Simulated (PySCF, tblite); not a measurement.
**C₈H₇FO: geometry, infrared bands and NMR shifts**

Aim: predict the infrared bands and NMR shifts of C₈H₇FO (`O=C[C@@]12C=C[C@@H](C1)C(F)=C2`).

Computed with tblite 0.8.0 and PySCF 2.14.0, with density-fitted response routines of our own, on a single molecule in the gas phase. Atoms are numbered from 0 throughout.

**1. The starting structure**

17 atoms, charge 0, multiplicity 1; geometry from: force field or distance geometry start.

Bonds of the start (Å): O0–C1 1.25, C1–C2 1.43, C2–C3 1.51, C3–C4 1.34, C4–C5 1.50, C5–C6 1.52, C5–C7 1.48, C7–F8 1.38, C7–C9 1.35, C6–C2 1.51, C9–C2 1.49, C1–H10 1.09, C3–H11 1.09, C4–H12 1.10, C5–H13 1.07, C6–H14 1.10, C6–H15 1.10, C9–H16 1.07.

**2. Geometry optimisation with GFN2-xTB**

What the job is given:

```
{"job": {"kind": "relax", "xc": "GFN2-xTB", "basis": "xTB"}, "charge": 0, "multiplicity": 1}
O     -1.238300    -1.552500     2.094600
C     -1.490100    -1.252700     0.904700
C     -0.560300    -0.416000     0.207300
C     -1.131900     0.875400    -0.322700
C     -0.051800     1.634800    -0.571600
C      1.173200     0.841900    -0.213700
C      0.591000     0.151100     1.009000
C      1.324300    -0.333600    -1.093000
F      2.337900    -0.642600    -1.972600
C      0.224700    -1.079900    -0.866800
H     -2.392300    -1.660000     0.458900
H     -2.176500     1.146800    -0.456500
H     -0.073300     2.660300    -0.980000
H      2.050500     1.428000    -0.035300
H      1.254700    -0.643300     1.383000
H      0.237300     0.851200     1.778400
H     -0.086100    -1.996800    -1.333600
```

The run is started by

```
$ OMP_NUM_THREADS=1 python probes_run.py task.json out
```

The driver reads the jobs from task.json and runs them one after another.

**Question.** This job is followed by: GFN2-xTB harmonic vibrations, gas phase; GIAO PBE0/pcSseg-1 NMR shielding, non-relativistic, gas phase. Predict these results of the whole session: strongest single infrared mode (GFN2-xTB); zero-point energy (GFN2-xTB); ¹³C shifts against TMS (PBE0/pcSseg-1); ¹H shifts against TMS (PBE0/pcSseg-1); ¹⁷O shifts against H2O (PBE0/pcSseg-1); ¹⁹F shifts against CFCl3 (PBE0/pcSseg-1).

As calculated:

```
                                 quantity                                                    value
strongest single infrared mode (GFN2-xTB)                                    1791 cm⁻¹, 321 km/mol
             zero-point energy (GFN2-xTB)                                            79.3 kcal/mol
   ¹³C shifts against TMS (PBE0/pcSseg-1)  205.1, 196.2, 154.1, 152.1, 115.9, 77.7, 72.0, 54.2 ppm
    ¹H shifts against TMS (PBE0/pcSseg-1)            10.74, 7.38, 7.27, 6.00, 3.32, 2.52, 2.40 ppm
   ¹⁷O shifts against H2O (PBE0/pcSseg-1)                                                701.1 ppm
 ¹⁹F shifts against CFCl3 (PBE0/pcSseg-1)                                               -110.7 ppm
```

In words: Relaxing lowered the energy by 0.601 eV in 62 steps; the close pair that moved most is C1–C2, from 1.432 to 1.492 Å. All 45 modes are real, so the xTB geometry is a minimum. The strongest single mode, at 1791 cm⁻¹, moves mainly C1 and O0. Unscaled tight-binding wavenumbers are off by several per cent, some by more. Its intensities can rank the bands wrongly. The most deshielded carbon is C1 (aldehyde carbonyl carbon), at 205.1 ppm: the double bond to the heteroatom, with no lone-pair donor beside it, deshields it most. H10 (hydrogen on an aldehyde carbonyl carbon) lies farthest downfield among hydrogen, at 10.74 ppm; the formyl region, downfield of aromatic protons. At PBE0/pcSseg-1: Shielding is most anisotropic at O0 (span 1395 ppm, paramagnetic term -762 ppm).
